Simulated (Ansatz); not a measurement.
I need a geometry optimisation of C₂H₇AlBF, SMILES C[B](C)[AlH][F]. Use Ansatz's Python interface. Use: PBE0, def2-SVP basis, multiplicity 1.

```xyz
12

C    -0.8005   -0.2602    1.3859
B    -0.0128    0.0112    0.0419
C     1.0896    1.1309   -0.0525
Al   -0.3216   -1.1502   -1.6188
F     0.5475   -0.9220   -3.1482
H    -1.9261   -0.0361    1.1620
H    -0.6721   -1.2532    1.7340
H    -0.4855    0.5066    2.1604
H     0.8726    1.8712   -0.7973
H     1.2096    1.6718    0.9497
H     2.0855    0.6511   -0.2516
H    -1.5092   -2.2764   -1.5315
```

Script `opt.py`:
```python
"""Geometry optimisation of C2H7AlBF."""

from dataclasses import dataclass

import ansatz as az
from ase import Atoms
import numpy as np


@dataclass(frozen=True)
class Settings:
    basis: str = "def2-SVP"
    xc: str = "pbe0"


settings = Settings()


def main() -> None:
    atoms = Atoms(["C", "B", "C", "Al", "F", "H", "H", "H", "H", "H", "H", "H"], positions=[
        (-0.8005, -0.2602, 1.3859),
        (-0.0128, 0.0112, 0.0419),
        (1.0896, 1.1309, -0.0525),
        (-0.3216, -1.1502, -1.6188),
        (0.5475, -0.922, -3.1482),
        (-1.9261, -0.0361, 1.162),
        (-0.6721, -1.2532, 1.734),
        (-0.4855, 0.5066, 2.1604),
        (0.8726, 1.8712, -0.7973),
        (1.2096, 1.6718, 0.9497),
        (2.0855, 0.6511, -0.2516),
        (-1.5092, -2.2764, -1.5315),
    ])
    molecule = az.Crystal.molecule_from_ase(atoms)

    calculation = molecule.calculation().basis(gaussian=settings.basis).functional(settings.xc)
    symbols = [site.symbol for site in molecule.cartesian_sites]
    start = np.array([site.position_ang for site in molecule.cartesian_sites], dtype=float)
    def progress(event):
        if event["event"] == "relax_step":
            row = event["data"]
            print(f"step {row['step']:3d}  E = {row['lagrangian_ev']:.6f} eV  max force {row['allowed_force_max_ev_ang']:.4f} eV/A")


    summary = calculation.relax(force_tolerance=0.02).session().plan().execute(on_event=progress).report
    end = np.array(summary["positions_ang"])

    print("reference energy %16.6f eV" % summary["reference_energy_ev"])
    print("total energy     %16.6f eV" % summary["free_energy_ev"])
    print("occupied (up, down):", summary["n_occupied"], " virtual:", summary["n_virtual"], " frozen:", summary["n_frozen"])

    print("final positions (A) and the move of each atom")
    for symbol, xyz, old in zip(symbols, end, start):
        print(f"{symbol:2s} {xyz[0]:10.5f} {xyz[1]:10.5f} {xyz[2]:10.5f}   {np.linalg.norm(xyz - old):7.4f}")

    charges = summary["charge_distribution"]
    print("dipole moment", round(4.803205 * float(np.linalg.norm(charges["dipole_moment_e_ang"])), 3), "D")
    print("Mulliken:", [(s, round(q, 3)) for s, q in zip(symbols, charges["mulliken_charges_e"])])
    with open("c2h7albf_opt.xyz", "w") as handle:
        handle.write(f"{len(symbols)}\nrelaxed C2H7AlBF\n")
        handle.writelines(f"{s:2s} {x:11.6f} {y:11.6f} {z:11.6f}\n" for s, (x, y, z) in zip(symbols, end))


if __name__ == "__main__":
    main()
```

```console
$ python opt.py
step   1  E = -12163.541242 eV  max force 3.1625 eV/A
step   2  E = -12163.977334 eV  max force 1.3302 eV/A
step   3  E = -12164.038735 eV  max force 0.6125 eV/A
step   4  E = -12164.058642 eV  max force 0.1847 eV/A
step   5  E = -12164.060249 eV  max force 0.2393 eV/A
step   6  E = -12164.068723 eV  max force 0.0533 eV/A
step   7  E = -12164.077579 eV  max force 0.0608 eV/A
step   8  E = -12164.031052 eV  max force 0.8299 eV/A
step   9  E = -12164.080436 eV  max force 0.1243 eV/A
step  10  E = -12164.082814 eV  max force 0.0804 eV/A
step  11  E = -12164.083576 eV  max force 0.0492 eV/A
step  12  E = -12164.083697 eV  max force 0.0253 eV/A
step  13  E = -12164.083876 eV  max force 0.0106 eV/A
reference energy    -12164.083909 eV
total energy        -12164.083909 eV
occupied (up, down): [23, 23]  virtual: [86, 86]  frozen: 0
final positions (A) and the move of each atom
C    -0.69923   -0.27842    1.42301    0.1094
B     0.01270    0.03238    0.06239    0.0390
C     1.01441    1.22958   -0.04258    0.1245
Al   -0.40662   -1.20535   -1.65770    0.1085
F     0.47768   -0.99127   -3.06820    0.1268
H    -1.65986    0.27533    1.33426    0.4445
H    -0.98452   -1.32661    1.59999    0.3478
H    -0.19336    0.13042    2.31349    0.5003
H     1.10223    1.70563   -1.03048    0.3668
H     0.90771    1.99613    0.74301    0.4889
H     1.99963    0.74336    0.13229    0.4040
H    -1.49378   -2.36647   -1.77546    0.2605
dipole moment 2.606 D
Mulliken: [('C', -0.134), ('B', -0.309), ('C', -0.135), ('Al', 0.787), ('F', -0.407), ('H', 0.076), ('H', 0.063), ('H', 0.056), ('H', 0.069), ('H', 0.052), ('H', 0.076), ('H', -0.194)]
```

File `c2h7albf_opt.xyz` afterwards:
```text
12
relaxed C2H7AlBF
C    -0.699232   -0.278418    1.423009
B     0.012702    0.032375    0.062386
C     1.014414    1.229582   -0.042580
Al   -0.406616   -1.205354   -1.657703
F     0.477683   -0.991272   -3.068197
H    -1.659864    0.275332    1.334257
H    -0.984521   -1.326610    1.599987
H    -0.193358    0.130416    2.313491
H     1.102231    1.705633   -1.030484
H     0.907712    1.996129    0.743012
H     1.999629    0.743357    0.132286
H    -1.493782   -2.366471   -1.775464
```

Caveats:
- The settings weren't tested for convergence.
- The end point is the stationary point reached from this start; no frequency run checks that it is a minimum, and the basis set is modest.
- Wall time of the script: 69 s on 1 thread of Arm Neoverse V2 (shared host), peak memory 0.31 GiB.

(Lines on the test bed's own set-up are left out of the output.)
